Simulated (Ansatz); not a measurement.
# Al2Ru: the cost of one run

Program: Ansatz 0.2.0. Level of theory: DFT LDA, scalar-relativistic, plane waves, PAW. These are calculated values, not measurements.

41 further runs of the same task are left out: 41 set aside as unsound or not needed.

## (1) The system as given

Symmetry: Fddd, No. 70, orthorhombic system. Conventional cell: a = 4.664 Å, b = 7.916 Å, c = 8.702 Å, α = 90.00°, β = 90.00°, γ = 90.00°. Al (site symmetry 2) has 5 Ru at 2.55 to 2.70 Å and 5 Al at 2.57 to 2.71 Å as nearest neighbours. Ru (site symmetry 222) is surrounded by 10 Al at 2.55 to 2.70 Å.

As a file:

```
CELL_PARAMETERS angstrom
0.00000 3.95791 4.35123
2.33197 0.00000 4.35123
2.33197 3.95791 0.00000
ATOMIC_POSITIONS crystal
Al 0.07890 0.42110 0.07890
Al 0.42110 0.07890 0.42110
Al 0.17110 0.82890 0.17110
Al 0.82890 0.17110 0.82890
Ru 0.75000 0.75000 0.75000
Ru 0.50000 0.50000 0.50000
```

It goes back to an entry of the Materials Project, which need not be the stable form.

This cell was relaxed beforehand with the same method: volume 13.39 Å³/atom, gap on the mesh 0.08 eV.

## (2) What is varied

The energy is mapped over volume and the cell's shape.

- volume per atom: 9 values from 12.316 to 14.458 Å³
- stretch along a over the lengths across it, relative to the relaxed cell: 9 values from 0.886 to 1.128

Nothing else is relaxed (fractional coordinates fixed). Energies count from the relaxed crystal. Points are written as (first, second).

## (3) Point (12.316 Å³, 0.942)

input.yaml

```yaml
crystal:
  lattice:
    - [0.0, 3.9275580028, 4.317860751]
    - [2.1787113458, 0.0, 4.317860751]
    - [2.1787113458, 3.9275580028, 0.0]
  atoms:
    - { symbol: Al, position: [0.0788992938, 0.4211007062, 0.0788992938] }
    - { symbol: Al, position: [0.4211007062, 0.0788992938, 0.4211007062] }
    - { symbol: Al, position: [0.1711007062, 0.8288992938, 0.1711007062] }
    - { symbol: Al, position: [0.8288992938, 0.1711007062, 0.8288992938] }
    - { symbol: Ru, position: [0.75, 0.75, 0.75] }
    - { symbol: Ru, position: [0.5, 0.5, 0.5] }
basis:
  ecutwfc: 420
kpoints:
  mp_grid: { grid: [10, 10, 10] }
hamiltonian:
  xc: lda
  pseudopotentials: { kind: paw, azcp: { folder: soft_1 } }
scf:
  occupations: { method: gaussian, width: 0.03 }
output:
  forces: true
  stress: true
  eigenvalues: true
  write_density: true
  write_potential: true
  elf: true
  volumetric_format: npy
```

On the command line:

```console
$ ansatz run input.yaml --threads 4 --pin off --max-ram 8192MiB --backend cpu --events-out ev --progress --plain --runs-dir out
```

Q: Estimate wall time and peak memory on 4 threads of Arm Neoverse N1, shared host.

About 16 s, with a peak of 0.55 GiB.
